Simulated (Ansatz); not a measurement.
From input file to script: K₂TlGaF₆, space group Fm-3m in Ansatz 0.2.0.

```yaml
crystal:
  lattice: { a: 6.437777, b: 6.437777, c: 6.437777, alpha: 60.0, beta: 60.0, gamma: 60.0 }
  atoms:
    - { symbol: K, position: [0.75, 0.75, 0.75] }
    - { symbol: K, position: [0.25, 0.25, 0.25] }
    - { symbol: Tl, position: [0.5, 0.5, 0.5] }
    - { symbol: Ga, position: [0.0, 0.0, 0.0] }
    - { symbol: F, position: [0.78836, 0.21164, 0.21164] }
    - { symbol: F, position: [0.21164, 0.21164, 0.78836] }
    - { symbol: F, position: [0.21164, 0.78836, 0.78836] }
    - { symbol: F, position: [0.21164, 0.78836, 0.21164] }
    - { symbol: F, position: [0.78836, 0.21164, 0.78836] }
    - { symbol: F, position: [0.78836, 0.78836, 0.21164] }
kpoints:
  mp_grid: { grid: [3, 3, 3] }
hamiltonian:
  xc: pbesol
scf:
  occupations: { method: gaussian, width: 0.02 }
output:
  write_density: true
  write_potential: true
  volumetric_format: npy
  elf: true
```

The program run on that file:
```console
$ ansatz run input.yaml --threads 1 --pin off --max-ram 3072MiB --backend cpu --events-out ev --progress --plain --runs-dir out
Engine: ansatz 0.2.0, x86_64-unknown-linux-gnu
Pseudopotentials: kind: paw
Pseudopotential: K, paw, valence charge 9, recommended cutoff 420 eV (normal), K.paw.azcp
Pseudopotential: Tl, paw, valence charge 13, recommended cutoff 420 eV (normal), Tl.paw.azcp
Pseudopotential: Ga, paw, valence charge 13, recommended cutoff 420 eV (normal), Ga.paw.azcp
Pseudopotential: F, paw, valence charge 7, recommended cutoff 420 eV (normal), F.paw.azcp
Functional definition: PBEsol
  exchange = pbesol_x
  correlation = pbesol_c
Crystal: 10 atoms, lattice volume = 188.666 Å³
Basis set: ecut = 420 eV, 3695 PW (Γ)
Bands: 53, of which v1, the nominal top of the filled ones, is band 43 counted from 1 (42 counted from 0)
Symmetry: 48 space group operations
Space group: Fm-3m (ITA 225), of the structure as read, at distance tolerance 5.7e-5 Å
k-points: 4 of 27
Non-local potential: K, projectors of the file, l = 0: 3, l = 1: 2, l = 2: 2
Non-local potential: Tl, projectors of the file, l = 0: 2, l = 1: 2, l = 2: 2, l = 3: 1
Non-local potential: Ga, projectors of the file, l = 0: 2, l = 1: 2, l = 2: 3, l = 3: 1
Non-local potential: F, projectors of the file, l = 0: 2, l = 1: 2, l = 2: 1
PAW form: soft (Blöchl's): semilocal exchange-correlation on the pseudo side does not see the compensation charge
PAW frozen core: K, regenerated for the run's functional, and the local potential with it (the file was generated under x = pbe(κ = 0.804, μ = 0.2195149727645171), c = pbe(β = 0.06672455060314922))
PAW frozen core: Tl, regenerated for the run's functional, and the local potential with it (the file was generated under x = pbe(κ = 0.804, μ = 0.2195149727645171), c = pbe(β = 0.06672455060314922))
PAW frozen core: Ga, regenerated for the run's functional, and the local potential with it (the file was generated under x = pbe(κ = 0.804, μ = 0.2195149727645171), c = pbe(β = 0.06672455060314922))
PAW frozen core: F, regenerated for the run's functional, and the local potential with it (the file was generated under x = pbe(κ = 0.804, μ = 0.2195149727645171), c = pbe(β = 0.06672455060314922))
PAW one-centre angular grid: K, 110 points (default); XC on 64 Gauss nodes
PAW one-centre angular grid: Tl, 590 points (default); XC on 64 Gauss nodes
PAW one-centre angular grid: Ga, 590 points (default); XC on 64 Gauss nodes
PAW one-centre angular grid: F, 110 points (default); XC on 64 Gauss nodes
Initial density: superposition of atomic densities (neutral atoms: chi_scale 0, normalization atom), corrected by the library's trained network
Initial wavefunctions: pseudopotential atomic-orbital guess
Functional: x = pbesol(κ = 0.804, μ = 0.12345679012345678), c = pbesol(β = 0.046)
SCF iter   1: F=—  HF=-22882.110856 eV  |F-HF|=—  |Δ(HF+E_count)|=         —  Δρ=1.16e-2  dr2=1.64e-1  ethr=1.77e-3  ⟨swp⟩=8.0  Hψ=982  notcnv=0  defer=1
preconditioner: auto → Resta (q_TF=auto, 2.393 Å⁻¹)  ε∞=3.4  [insulator: Δε(μ)=4.375 eV  Ē_g=15.958 eV  σ=0.020 eV  W_gap=1.00  n_scr=58 (ndim 8)  ℏωp=24.5 eV  f_vac=0.173  D(μ)=0.00/eV (n_scr^D=0)  ε∞_Penn≈3.4]
SCF iter   2: F=—  HF=-22882.065120 eV  |F-HF|=—  |Δ(HF+E_count)|=   4.57e-2  Δρ=2.73e-3  dr2=5.46e-3  ethr=1.91e-4  ⟨swp⟩=2.0  Hψ=423  notcnv=0  defer=20
SCF iter   3: F=—  HF=-22882.064029 eV  |F-HF|=—  |Δ(HF+E_count)|=   1.09e-3  Δρ=8.12e-4  dr2=8.44e-4  ethr=6.35e-6  ⟨swp⟩=2.0  Hψ=374  notcnv=0  defer=21
SCF iter   4: F=—  HF=-22882.064196 eV  |F-HF|=—  |Δ(HF+E_count)|=   1.67e-4  Δρ=2.34e-4  dr2=7.67e-5  ethr=9.81e-7  ⟨swp⟩=2.0  Hψ=328  notcnv=0  defer=21
SCF iter   5: F=—  HF=-22882.064328 eV  |F-HF|=—  |Δ(HF+E_count)|=   1.32e-4  Δρ=7.07e-5  dr2=1.10e-5  ethr=8.92e-8  ⟨swp⟩=2.0  Hψ=328  notcnv=0  defer=21
SCF iter   6: F=—  HF=-22882.064340 eV  |F-HF|=—  |Δ(HF+E_count)|=   1.24e-5  Δρ=2.01e-5  dr2=8.26e-7  ethr=1.27e-8  ⟨swp⟩=2.0  Hψ=328  notcnv=0  defer=21
SCF iter   7: F=-22882.064342 eV  HF=-22882.064342 eV  |F-HF|=4.11e-8  |Δ(HF+E_count)|=   1.34e-6  Δρ=3.20e-6  dr2=2.29e-8  ethr=1.16e-10  ⟨swp⟩=9.2  Hψ=842  notcnv=0
SCF 1 converged in 7 iterations: F = -22882.064342 eV  dr2 = 2.29e-8
  greatest PAW one-centre occupation: 0.998 electrons in one spin orbital (limit 2), on the Ga atom at site 3 (counted from 0), in its partial waves of l = 2
SCF converged after 7 iterations
Free energy (F): -22882.064342 eV
Harris-Foulkes:  -22882.064342 eV  (|F-HF|=4.11e-8)
Internal energy: -22882.064342 eV  (E = F + TS)
E sigma→0 (E₀):  -22882.064342 eV
Fermi energy:    4.778530 eV
--- Per-component energies (eV) ---
  E_band       = -592.296678
  E_kinetic    = 2187.872270
  E_local      = -8972.171548  (includes V_loc(G=0)·N_el)
  E_nonlocal   = 1225.846887
  E_hartree    = 3626.868681
  E_xc         = -1033.476023
  E_vxc        = -1132.639818  (∫ρ·V_xc dr)
  E_paw        = -14661.641253  (= ΣΔE_a)
  E_vpaw       = -1154.952738  (= ΣTr[D̂ρ^β])
  E_aug_tail   = 0.012342  (compensation charges beyond the density's cutoff)
  E_ewald      = -5256.747368
  E_core_change = 1.371669  (= ΣΔE_core)
  E_smearing   = -0.000000  (= −TS)
  E_closure    = 0.000000  (closes the sum)
  Σ components = -22882.064342   (vs F -22882.064342, Δ=0.00e0)
--- Band table (eV) ---
  k-point 0: bands = ["-25.5938", "-25.5866", "-18.8929", "-18.3782", "-18.3782", "-18.3782", "-18.3008", "-18.3008", "-9.7145", "-9.7145", "-9.7145", "-9.6682", "-9.6682", "-9.1474", "-9.1474", "-9.1474", "-9.1101", "-9.1101", "-9.1101", "-5.9595", "-5.9595", "-5.9595", "-5.9537", "-5.9537", "-3.9677", "-1.5628", "-1.5628", "-1.5628", "-0.2698", "-0.2698", "-0.2698", "0.5233", "0.5233", "0.5233", "0.5309", "0.5309", "0.5309", "0.6367", "0.6367", "0.9022", "1.0302", "1.0302", "1.0302", "8.1422", "8.2478", "8.2478", "8.2478", "10.2714", "10.2714", "10.3078", "11.7387", "11.8755", "11.8755"]
  k-point 1: bands = ["-25.5917", "-25.5882", "-18.8773", "-18.4005", "-18.3768", "-18.3768", "-18.3028", "-18.3028", "-9.7129", "-9.7129", "-9.7105", "-9.6653", "-9.6653", "-9.1351", "-9.1351", "-9.1275", "-9.1155", "-9.1155", "-9.1078", "-5.9880", "-5.9880", "-5.9631", "-5.9596", "-5.9596", "-3.6121", "-2.2134", "-1.2657", "-1.2657", "-0.3135", "-0.2353", "-0.2353", "-0.0545", "0.2698", "0.2698", "0.4444", "0.4444", "0.5676", "0.5676", "0.5745", "0.9539", "0.9539", "0.9821", "1.9723", "7.0048", "8.6002", "8.6002", "9.6950", "10.2790", "10.6920", "10.6920", "11.3618", "11.6352", "11.6352"]
  k-point 2: bands = ["-25.5917", "-25.5881", "-18.8762", "-18.3857", "-18.3805", "-18.3805", "-18.3163", "-18.2996", "-9.7116", "-9.7116", "-9.7106", "-9.6721", "-9.6681", "-9.1425", "-9.1425", "-9.1250", "-9.1077", "-9.1030", "-9.1030", "-6.0416", "-5.9642", "-5.9596", "-5.9596", "-5.9536", "-3.4597", "-1.6798", "-1.5070", "-1.5070", "-0.6779", "-0.3559", "-0.1731", "-0.1731", "0.1508", "0.3979", "0.3979", "0.4630", "0.5149", "0.5149", "0.6379", "0.9074", "0.9074", "1.0251", "2.3491", "7.4817", "8.4458", "8.4458", "9.4557", "10.4314", "10.6518", "10.6587", "11.3264", "11.8479", "11.8479"]
  k-point 3: bands = ["-25.5898", "-25.5898", "-18.8706", "-18.3969", "-18.3805", "-18.3780", "-18.3133", "-18.3022", "-9.7115", "-9.7103", "-9.7099", "-9.6730", "-9.6653", "-9.1353", "-9.1320", "-9.1265", "-9.1125", "-9.1075", "-9.0976", "-6.0305", "-5.9878", "-5.9631", "-5.9619", "-5.9596", "-3.2244", "-2.2340", "-1.4389", "-1.2252", "-0.5340", "-0.3199", "-0.2639", "-0.1626", "0.1409", "0.2836", "0.3297", "0.4473", "0.4690", "0.5349", "0.5576", "0.8928", "0.9245", "0.9625", "2.5522", "7.4550", "8.0369", "8.6941", "9.6386", "10.5923", "11.0229", "11.2503", "11.2890", "11.4711", "11.7704"]
```

Script `k2tlgaf6.py`:
```python
"""Single point of K2TlGaF6."""

from pathlib import Path
import json

import ansatz as az
import numpy as np


def main() -> None:
    crystal = (
        az.Lattice.from_parameters(6.437777, 6.437777, 6.437777, alpha=60.0, beta=60.0, gamma=60.0)
        .atom("K", (0.75, 0.75, 0.75))
        .atom("K", (0.25, 0.25, 0.25))
        .atom("Tl", (0.5, 0.5, 0.5))
        .atom("Ga", (0.0, 0.0, 0.0))
        .atom("F", (0.78836, 0.21164, 0.21164))
        .atom("F", (0.21164, 0.21164, 0.78836))
        .atom("F", (0.21164, 0.78836, 0.78836))
        .atom("F", (0.21164, 0.78836, 0.21164))
        .atom("F", (0.78836, 0.21164, 0.78836))
        .atom("F", (0.78836, 0.78836, 0.21164))
    )

    # settings of the run
    setup = crystal.calculation()
    setup = setup.kpoints(3)
    setup = setup.functional(az.Functional.PBESOL).occupations("Gaussian", width=0.02)
    setup = setup.density()
    setup = setup.potential().electron_localization_function()
    setup = setup.output_files(volumetric_format="npy")
    out = setup.run(threads=1)
    report = out.report

    print("%-22s %14.5f eV" % ("F = E - TS", report["free_energy_ev"]))
    print("%-22s %14.5f eV" % ("E", report["internal_energy_ev"]))
    print("%-22s %14.5f eV" % ("Harris-Foulkes", report["harris_foulkes_ev"]))
    print("%-22s %14.5f eV" % ("Fermi level", report["fermi_energy_ev"]))

    folder = Path(out.write_results("fields"))
    for name in sorted(p.name for p in folder.glob("*.npy")):
        field = np.load(folder / name)
        print(f"{name:16s} {str(field.shape):16s} min {field.min():10.4f}  mean {field.mean():10.4f}  max {field.max():10.4f}")

    keep = ["free_energy_ev", "energy_sigma0_ev", "fermi_energy_ev", "n_iterations", "converged", "magnetization_mub", "n_kpoints"]
    with open("k2tlgaf6.json", "w") as handle:
        json.dump({key: report[key] for key in keep}, handle, indent=1)


if __name__ == "__main__":
    main()
```

```console
$ python k2tlgaf6.py
DeckWarning: basis.ecutwfc = 420 eV, auto-derived from the records' recommended cutoffs: set by K (normal level)
F = E - TS               -22882.06434 eV
E                        -22882.06434 eV
Harris-Foulkes           -22882.06434 eV
Fermi level                   4.77853 eV
elf.npy          (45, 45, 45)     min     0.0022  mean     0.2426  max     0.9999
rho.npy          (45, 45, 45)     min     0.0060  mean     0.4558  max    53.4747
v_es.npy         (45, 45, 45)     min   -47.8210  mean     2.9456  max     9.2266
v_tot.npy        (45, 45, 45)     min   -76.9497  mean    -5.5253  max     5.8581
```
(Warnings from the package without file and line.)

Notes:
- Total energies depend on the potentials; only differences at equal settings carry meaning. A total without «per atom» is that of the cell as typed.
- An absolute Fermi energy rests on an arbitrary zero of the periodic potential and has no direct meaning.
- In a crystal with a gap the Fermi level's place inside it depends on smearing and mesh.
- Spin-orbit coupling, which matters for elements this heavy, is left out.
- Densities and potentials on the grid are those of the valence electrons, and inside the cores they hang on the potentials used.
- The structure comes from a database of computed cells and needn't be a stable or known phase.

(Lines on the test bed's own set-up are left out of the output.)
